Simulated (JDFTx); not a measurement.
A run of JDFTx 1.7.0 (patched build) is set up as follows.

fluid.in

```
lattice \
   18.8972612463     0.0000000000     0.0000000000 \
    0.0000000000    18.8972612463     0.0000000000 \
    0.0000000000     0.0000000000    18.8972612463
coords-type Cartesian
ion H     10.0765866143     9.3008540402     9.8256309850 1
ion H      8.8698075112     9.6757757033     9.2001316377 1

ion-species pseudo/H.upf
elec-cutoff 36
elec-ex-corr gga-PBEsol
kpoint-folding 1 1 1
elec-n-bands 1
electronic-minimize nIterations 100 energyDiffThreshold 1e-06
fluid LinearPCM
pcm-variant GLSSA13
fluid-solvent DMF
fluid-minimize nIterations 200 knormThreshold 1e-10
initial-state vacuum.$VAR
core-overlap-check none
forces-output-coords Cartesian

dump-name fluid.$VAR
dump End Ecomponents EigStats BandEigs Kpoints Forces
```

Potentials or basis: PseudoDojo-SR-PBEsol-0.4.1-standard with smoothed tails.

Launch:

```sh
$ jdftx -c 1 -i fluid.in -o fluid.out
```

**Question.** Predict the solvation energy.

**Answer.** 0.084 eV.

**Question.** What does it give for the largest force?

**Answer.** 0.367 eV/Å.

Forces on the atoms (eV/Å):
```
H    0.314 -0.098  0.163
H   -0.314  0.098 -0.163
```

Caveat: forces may be off by hundredths of an eV/Å; the model isn't fitted for this solvent; forces in the liquid are good to some per cent; the liquid is a continuum model, checked here against plausible ranges alone.
